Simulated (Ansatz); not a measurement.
**CCSD/cc-pVDZ run of CH5BFN (SMILES CB(N)F)**

What is the vertical ionisation energy of CH5BFN at CCSD/cc-pVDZ? 

Program for the calculation: Ansatz 0.2.0.

126 further runs of the same task are left out: 126 set aside as unsound or not needed.

## Step 1: The molecule

The species is CH5BFN (9 atoms), meant as a singlet with charge 0. As SMILES, `CB(N)F`. The shape is that of a PBE0-D4/def2-TZVP optimisation.

Bond lengths: C1–B2 1.566 Å, B2–N3 1.396 Å, B2–F4 1.347 Å, C1–H5 1.094 Å, C1–H6 1.091 Å, C1–H7 1.094 Å, N3–H8 1.006 Å, N3–H9 1.003 Å. Some angles: C1–B2–N3 124.5°, C1–B2–F4 118.6°, N3–B2–F4 116.9°, B2–C1–H5 110.2°, B2–C1–H6 113.8°, B2–C1–H7 110.2°, B2–N3–H8 122.4°, B2–N3–H9 123.0°, H5–C1–H6 108.1°, H5–C1–H7 106.2°.

## Step 2: The energy at CCSD/cc-pVDZ

molecule.yaml reads:

```yaml
crystal:
  periodic: [false, false, false]
  atoms:
    - {symbol: C, position_ang: [-0.428400, 0.964700, -0.539000]}
    - {symbol: B, position_ang: [0.098200, -0.482300, -0.251400]}
    - {symbol: N, position_ang: [0.546200, -0.928100, 0.993800]}
    - {symbol: F, position_ang: [0.128500, -1.370900, -1.263800]}
    - {symbol: H, position_ang: [0.176600, 1.438400, -1.318100]}
    - {symbol: H, position_ang: [-0.424000, 1.616300, 0.336600]}
    - {symbol: H, position_ang: [-1.450400, 0.924300, -0.928000]}
    - {symbol: H, position_ang: [0.878700, -1.865200, 1.143700]}
    - {symbol: H, position_ang: [0.563100, -0.343500, 1.809000]}
basis:
  gaussian:
    orbitals: cc-pVDZ
total_charge: 0
correlation:
  method: ccsd
  frozen_orbitals: {B: 1, C: 1, F: 1, H: 0, "N": 1}
accuracy: high
scf:
  omitted_lower_state_checks: [cluster_reference, increment]
```

Command:

```console
ansatz run molecule.yaml --threads 1 --pin off --max-ram 3480MiB --events-out events.jsonl --progress --plain --runs-dir runs
```

Log:

```text
Warning: RAYON_NUM_THREADS=1 ignored (pool sized by the plan → 1); use --threads N
Functional definition: HF
  name "HF"
  exchange = exact_x
  correlation = 0
these checks for a lower state are left out or cut short: cluster_reference, increment
1903 factors; integrals over basis functions are off by at most 3.3e-9 eV
mean field evaluation 1: about -5969.5990 eV, gradient 3.7e1 eV
mean field evaluation 2: about -5969.6005 eV, gradient 3.7e1 eV
mean field evaluation 4: about -5972.5488 eV, gradient 2.9e0 eV
mean field evaluation 8: about -5972.5779 eV, gradient 1.2e-4 eV
mean field -5972.57786392 eV, -219.4881881403 hartree, gradient 6.3e-8 eV, S^2 0.000000; 0 other end points of the search recorded, 0 dependent functions left out
4 core orbitals not correlated: weight in the atoms' cores, before any rotation towards them, 1.000 or more for the frozen orbitals, at most 0.000 for the correlated occupied ones
reference -5972.57786392 eV, -219.4881881403 hartree; 12, 12 occupied and 65, 65 virtual orbitals, 1903 factors
second order -15.88953653 eV of doubles, -0.00000000 eV of singles
cycle   1  -16.41408106 eV  change   -5.2e-1 eV  update   8.2e-2
cycle   2  -16.76220516 eV  change   -3.5e-1 eV  update   2.4e-2
cycle   3  -16.85197071 eV  change   -9.0e-2 eV  update   1.3e-2
cycle   4  -16.85016845 eV  change    1.8e-3 eV  update   3.1e-3
cycle   5  -16.84821559 eV  change    2.0e-3 eV  update   1.1e-3
cycle   6  -16.84833636 eV  change   -1.2e-4 eV  update   3.9e-4
cycle   7  -16.84819772 eV  change    1.4e-4 eV  update   1.1e-4
cycle   8  -16.84816200 eV  change    3.6e-5 eV  update   3.9e-5
cycle   9  -16.84816759 eV  change   -5.6e-6 eV  update   1.6e-5
cycle  10  -16.84816685 eV  change    7.4e-7 eV  update   4.7e-6
cycle  11  -16.84816652 eV  change    3.3e-7 eV  update   1.8e-6
cycle  12  -16.84816812 eV  change   -1.6e-6 eV  update   6.1e-7
cycle  13  -16.84816877 eV  change   -6.6e-7 eV  update   1.8e-7
cycle  14  -16.84816896 eV  change   -1.8e-7 eV  update   6.4e-8
cycle  15  -16.84816898 eV  change   -2.9e-8 eV  update   2.8e-8
cycle  16  -16.84816917 eV  change   -1.9e-7 eV  update   1.1e-7
cycle  17  -16.84816916 eV  change    7.4e-9 eV  update   2.5e-8
cycle  18  -16.84816918 eV  change   -1.8e-8 eV  update   6.4e-9
cycle  19  -16.84816918 eV  change   -2.0e-9 eV  update   2.0e-9
cycle  20  -16.84816918 eV  change  -9.4e-10 eV  update  5.6e-10
Total energy: -5989.42603310 eV, -220.1073469377 hartree
Checks for a lower state left out: cluster_reference, increment
```

Wall time 12 s (1 thread of Arm Neoverse V1, shared host); peak memory 0.47 GiB.

## Step 3: The doublet cation at the same level

in.yaml reads:

```yaml
basis:
  gaussian:
    orbitals: cc-pVDZ
crystal:
  periodic: [false, false, false]
  atoms:
    - {symbol: C, position_ang: [-0.428400, 0.964700, -0.539000]}
    - {symbol: B, position_ang: [0.098200, -0.482300, -0.251400]}
    - {symbol: N, position_ang: [0.546200, -0.928100, 0.993800]}
    - {symbol: F, position_ang: [0.128500, -1.370900, -1.263800]}
    - {symbol: H, position_ang: [0.176600, 1.438400, -1.318100]}
    - {symbol: H, position_ang: [-0.424000, 1.616300, 0.336600]}
    - {symbol: H, position_ang: [-1.450400, 0.924300, -0.928000]}
    - {symbol: H, position_ang: [0.878700, -1.865200, 1.143700]}
    - {symbol: H, position_ang: [0.563100, -0.343500, 1.809000]}
total_charge: 1
correlation:
  method: ccsd
  frozen_orbitals: {B: 1, C: 1, F: 1, H: 0, "N": 1}
scf:
  omitted_lower_state_checks: [cluster_reference, increment]
accuracy: high
magnetization:
  spin_polarized: true
  initial_magnetization: 1
```

Command:

```console
ansatz run in.yaml --threads 1 --pin off --max-ram 3480MiB --events-out events.jsonl --progress --plain --runs-dir runs
```

Log:

```text
Warning: RAYON_NUM_THREADS=1 ignored (pool sized by the plan → 1); use --threads N
[... 4 set-up lines as earlier in the session ...]
these checks for a lower state are left out or cut short: cluster_reference, increment
1903 factors; integrals over basis functions are off by at most 3.3e-9 eV
mean field evaluation 1: about -5957.9988 eV, gradient 3.4e1 eV
mean field evaluation 2: about -5958.1160 eV, gradient 3.4e1 eV
mean field evaluation 4: about -5963.0584 eV, gradient 3.2e0 eV
mean field evaluation 8: about -5963.1704 eV, gradient 1.6e-1 eV
mean field evaluation 16: about -5963.1708 eV, gradient 9.8e-8 eV
mean field -5963.17077774 eV, -219.1424840998 hartree, gradient 9.8e-8 eV, S^2 0.757924; 2 other end points of the search recorded, 0 dependent functions left out
4 core orbitals not correlated: weight in the atoms' cores, before any rotation towards them, 1.000 or more for the frozen orbitals, at most 0.000 for the correlated occupied ones
reference -5963.17077774 eV, -219.1424840998 hartree; 12, 11 occupied and 65, 66 virtual orbitals, 1903 factors
second order -14.64817394 eV of doubles, -0.00000000 eV of singles
cycle   1  -15.29923625 eV  change   -6.5e-1 eV  update   9.2e-2
cycle   2  -15.65221611 eV  change   -3.5e-1 eV  update   2.8e-2
cycle   3  -15.76889612 eV  change   -1.2e-1 eV  update   2.1e-2
cycle   4  -15.77647590 eV  change   -7.6e-3 eV  update   9.1e-3
cycle   5  -15.77397295 eV  change    2.5e-3 eV  update   5.7e-3
cycle   6  -15.77583952 eV  change   -1.9e-3 eV  update   2.5e-3
cycle   7  -15.77644397 eV  change   -6.0e-4 eV  update   1.1e-3
cycle   8  -15.77649674 eV  change   -5.3e-5 eV  update   4.0e-4
cycle   9  -15.77651903 eV  change   -2.2e-5 eV  update   1.8e-4
cycle  10  -15.77648949 eV  change    3.0e-5 eV  update   9.5e-5
cycle  11  -15.77648500 eV  change    4.5e-6 eV  update   6.3e-5
cycle  12  -15.77651166 eV  change   -2.7e-5 eV  update   3.6e-5
cycle  13  -15.77651494 eV  change   -3.3e-6 eV  update   1.5e-5
cycle  14  -15.77651827 eV  change   -3.3e-6 eV  update   6.8e-6
cycle  15  -15.77651593 eV  change    2.3e-6 eV  update   1.8e-6
cycle  16  -15.77651591 eV  change    2.4e-8 eV  update   9.2e-7
cycle  17  -15.77651578 eV  change    1.2e-7 eV  update   3.3e-7
cycle  18  -15.77651591 eV  change   -1.3e-7 eV  update   2.2e-7
cycle  19  -15.77651593 eV  change   -1.2e-8 eV  update   1.8e-7
cycle  20  -15.77651592 eV  change    9.8e-9 eV  update   1.4e-7
cycle  21  -15.77651590 eV  change    1.8e-8 eV  update   1.1e-7
cycle  22  -15.77651588 eV  change    1.8e-8 eV  update   7.0e-8
cycle  23  -15.77651587 eV  change    1.3e-8 eV  update   4.0e-8
cycle  24  -15.77651587 eV  change    2.2e-9 eV  update   2.5e-8
cycle  25  -15.77651585 eV  change    1.1e-8 eV  update   8.5e-8
cycle  26  -15.77651588 eV  change   -2.2e-8 eV  update   2.3e-8
cycle  27  -15.77651587 eV  change    4.1e-9 eV  update   7.6e-9
cycle  28  -15.77651587 eV  change   -2.6e-9 eV  update   4.1e-9
cycle  29  -15.77651588 eV  change   -1.2e-9 eV  update   1.8e-9
Total energy: -5978.94729362 eV, -219.7222603645 hartree
Checks for a lower state left out: cluster_reference, increment
```

Wall time 51 s (1 thread of Arm Neoverse V1, shared host); peak memory 0.87 GiB.

## Step 4: Summary of results

Level: CCSD/cc-pVDZ, 4 core orbitals frozen.

| quantity | value |
| --- | --- |
| singlet CH5BFN: total energy | -220.10735 Eh |
| singlet CH5BFN: correlation energy (4 core orbitals frozen) | -619.2 mEh |
| singlet CH5BFN: T1 diagnostic | 0.012 |
| doublet cation: total energy | -219.72226 Eh |
| doublet cation: correlation energy (4 core orbitals frozen) | -579.8 mEh |
| doublet cation: ⟨S²⟩ of the reference determinant | 0.758 |
| doublet cation: T1 diagnostic | 0.018 |
| vertical ionisation energy (to the doublet cation) | 10.479 eV |

Removing an electron at fixed nuclei costs 10.48 eV (1011 kJ/mol).
